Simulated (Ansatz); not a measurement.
BrFHISi, SMILES F[SiH](Br)I: vertical energies of changing the electron count, run with Ansatz's Python interface.

`ip_brfhisi.py`:
```python
# -*- coding: utf-8 -*-
"""Vertical ionisation energy and electron affinity of BrFHISi."""

import ansatz as az

config = {
    "basis": "def2-SVPD",
    "functional": "r2scan",
    "vdw": "d3bj",
}


def energy(molecule, charge=0, unpaired=0):
    calc = (
        molecule.calculation()
        .basis(gaussian=config["basis"])
        .functional(config["functional"], dispersion=config["vdw"])
    )
    if charge:
        calc = calc.charge(charge)
    if unpaired:
        calc = calc.spin("collinear", total=unpaired)
    return calc.run().report["free_energy_ev"]

GEOMETRY = """
F     0.60760    0.54280   -1.47620
Si    0.04330    0.16830   -0.02850
Br    1.54190   -1.09560    0.93140
I    -1.96560   -1.07560   -0.23500
H    -0.17730    1.38640    0.76690
"""


def main():
    mol = az.Crystal.molecule()
    for line in GEOMETRY.strip().splitlines():
        symbol, *xyz = line.split()
        mol = mol.atom(symbol, [float(v) for v in xyz])

    # total-energy differences at one geometry
    parent = energy(mol, 0, 0)
    cation = energy(mol, 1, 1)
    print(f"E(N)   = {parent:.5f} eV")
    print(f"E(N-1) = {cation:.5f} eV  (1 unpaired)")
    print(f"vertical ionisation energy {cation - parent:.3f} eV")
    anion = energy(mol, -1, 1)
    print(f"E(N+1) = {anion:.5f} eV  (1 unpaired)")
    print(f"vertical electron affinity {parent - anion:.3f} eV" + ("" if anion < parent else " (unbound in this basis)"))
    print(f"fundamental gap IP - EA = {cation + anion - 2 * parent:.3f} eV")


if __name__ == "__main__":
    main()
```

What does it cost to change the electron count at this fixed geometry?

At this unrelaxed geometry removing an electron costs 10.16 eV and an added one is unbound in this basis (by 0.41 eV).

The run itself:

```console
$ python ip_brfhisi.py
DeckWarning: the engine holds no damping parameters fitted to this dispersion correction and functional, so the run takes those fitted to r2scan beside the three-body term, which d3bj leaves out (hamiltonian.dispersion, under Limitations)
E(N)   = -88750.19443 eV
E(N-1) = -88740.03939 eV  (1 unpaired)
vertical ionisation energy 10.155 eV
E(N+1) = -88749.78417 eV  (1 unpaired)
vertical electron affinity -0.410 eV (unbound in this basis)
fundamental gap IP - EA = 10.565 eV
```
(Warnings from the package without file and line.)

The settings weren't tested for convergence. The geometry is a force-field or estimated start, not a minimum of this method, and the basis set is short of its limit. All parts are taken at fixed geometry, without zero-point energy. At an unrelaxed start these energies can be a whole eV from those at the minimum, and a small affinity can change sign. def2 sets replace the cores of elements past krypton by effective core potentials. A negative electron affinity means that the anion is unbound here; its size hangs on the basis and tends to about zero as the basis grows, and so does its part in any gap built on it. A dispersion term here runs with damping parameters fitted for another variant or functional. Finished in 2.2 min on 1 thread of Arm Neoverse V1, with other jobs on the host, peak memory 0.39 GiB.

(A comment or docstring line of the script was reworded after the run, the code is as it ran; lines on the test bed's own set-up are left out of the output.)
